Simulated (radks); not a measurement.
# Ba in [Kr] 4d10 5s2 5p5.75 6s2 6p0.25: an all-electron calculation

What are the levels of neutral barium, how large are its shells, and how does its energy divide?

The numbers are computed with radks (a radial shooting solver on a logarithmic mesh, Libxc functionals) version 1 (scalar-relativistic Kohn-Sham, LDA (Slater exchange, Perdew-Wang correlation), spin-polarised, spherical densities, point nucleus; open shells are filled with parallel spins first), except any that are marked as measured or tabulated.

## Step 1: What is computed

| Item | Value |
| --- | --- |
| element | barium (Z = 56) |
| charge | 0 |
| electrons | 56 |
| configuration | [Kr] 4d10 5s2 5p5.75 6s2 6p0.25 |

## Step 2: The run

Input:

```text
Z 56
configuration [Kr] 4d10 5s2 5p5.75 6s2 6p0.25
relativity scalar-relativistic
functional lda,pw
spin polarised
nucleus point
c 137.035999084
```

Run with:

```bash
python run_ks.py task.json out
```

This one command runs every case of the session in turn.

What does the calculation give?

The runs gave:

```
                        quantity                   value
                    total energy      -8129.1466 hartree
exchange-correlation share of it                  2.35 %
                            −T/E                  1.0554
          highest occupied level        6p up, -1.571 eV
    most extended occupied level  6p up, <r> = 6.11 bohr
 radius at density 0.001 e/bohr³               5.58 bohr
    maxima of the radial density                       4
```

The radial density shows 4 maxima for 6 occupied principal shells; where shells overlap, one shows as a shoulder or not at all. Relativity lifts −T/E to 1.055. This is not the tabulated ground configuration, so its levels and sizes aren't those of the ground state, and no measured value stands beside it.
